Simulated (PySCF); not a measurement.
# C12H6F12Si6: the cost of one run

Computed with PySCF 2.14.0 and routines of our own; the level stands in each step. Atoms count from 0.

### Step 1. The system as given

36 atoms, charge 0, multiplicity 1; geometry from: GFN2-xTB.

### Step 2. Electronic excitations: TDA CAM-B3LYP/6-31G*

The job: settings as JSON, then the geometry in Å.

```
{"job": {"kind": "uv", "basis": "6-31G*", "grid": 2, "kgrid": 0, "vcut": 1.5, "nstates": 3, "ntriplets": 2, "tda": true, "delta": ["ip_vertical"], "pop": false, "xc": "CAM-B3LYP"}, "charge": 0, "multiplicity": 1}
C     -4.108060    -2.836837    -2.850076
Si    -4.042162    -2.769695    -0.972731
F     -5.368237    -3.372712    -0.303061
F     -2.936457    -3.783437    -0.392537
C     -3.720245    -1.102945    -0.254198
C     -3.453540     0.004820     0.146756
Si    -2.992442     1.692780     0.707384
F     -2.550029     2.575043    -0.551406
F     -4.287521     2.467534     1.236680
C     -1.666856     1.784159     1.983261
C     -0.794403     1.873216     2.813692
Si     0.573885     2.060739     4.027102
F      0.905725     0.673742     4.743918
F      0.133888     2.988106     5.248121
C      2.089001     2.724719     3.214307
C      3.067365     3.147701     2.645481
Si     4.529858     3.680977     1.660710
F      4.506711     5.248371     1.374051
F      5.886825     3.490175     2.474644
C      4.529043     2.699745     0.102132
C      4.409233     1.999280    -0.875096
Si     4.067715     0.846132    -2.268115
F      3.957694     1.601818    -3.666133
F      5.289783    -0.150996    -2.507532
C      2.535898    -0.086986    -1.852012
C      1.529668    -0.645072    -1.482818
Si     0.052193    -1.563537    -0.862007
C      0.410235    -3.355777    -0.433413
F     -0.529477    -0.722517     0.375172
F     -1.128066    -1.400788    -1.937883
H     -4.943224    -2.260852    -3.239083
H     -3.199074    -2.433075    -3.286167
H     -4.221150    -3.860623    -3.200639
H     -0.492786    -3.871727    -0.118821
H      0.820933    -3.893136    -1.283852
H      1.131726    -3.426588     0.375768
```

With the program's defaults for keys left out, this is: TDA CAM-B3LYP/6-31G*, vertical, gas phase, core orbitals frozen in the response, virtual orbitals cut by energy.

Launch:

```console
$ OMP_NUM_THREADS=2 python large_run.py task.json out
```

The driver reads the jobs from task.json and runs them one after another.

**Question.** How long does this first job take on 2 threads of Arm Neoverse V1, shared host, and how much memory does it need?

About 6.9 min, with a peak of 1.7 GiB.
